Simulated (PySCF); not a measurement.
# C6H9F: the cost of one run

Programs: PySCF 2.14.0, with routines of our own; each step states its level. All values are computed. Atoms count from 0.

### 1 The system as given

16 atoms, charge 0, multiplicity 1; geometry from: GFN2-xTB.

### 2 Magnetic properties: GIAO BHandHLYP/pcSseg-1

What the job is given:

```
{"job": {"kind": "mag", "xc": "BHandHLYP", "basis": "pcSseg-1", "isotopologues": 2}, "charge": 0, "multiplicity": 1}
F      2.519402     1.590001    -0.688396
C      2.158277     0.382451    -0.144464
C      0.676540     0.225834    -0.073079
C     -0.256645     1.067804    -0.489437
C     -1.637918     0.559087    -0.210110
C     -1.407000    -0.910201     0.184294
C      0.079859    -1.000438     0.565358
H      2.608791    -0.395416    -0.775260
H      2.608406     0.338188     0.856118
H     -0.081525     2.022790    -0.951811
H     -2.084019     1.129663     0.609556
H     -2.294531     0.657924    -1.075231
H     -1.603763    -1.554661    -0.673033
H     -2.058442    -1.225108     0.997353
H      0.218663    -0.959815     1.649368
H      0.546306    -1.919160     0.207363
```

Method: GIAO BHandHLYP/pcSseg-1 magnetisability, rotational g tensor and spin-rotation constants, non-relativistic, gas phase.

The run is started by

```bash
OMP_NUM_THREADS=1 python excited_run.py task.json out
```

One launch serves the whole session: the jobs run in the order shown.

**Question.** How long does this first job take on 1 thread of Arm Neoverse V1, shared host, and how much memory does it need?

About 20 s, with a peak of 0.76 GiB.
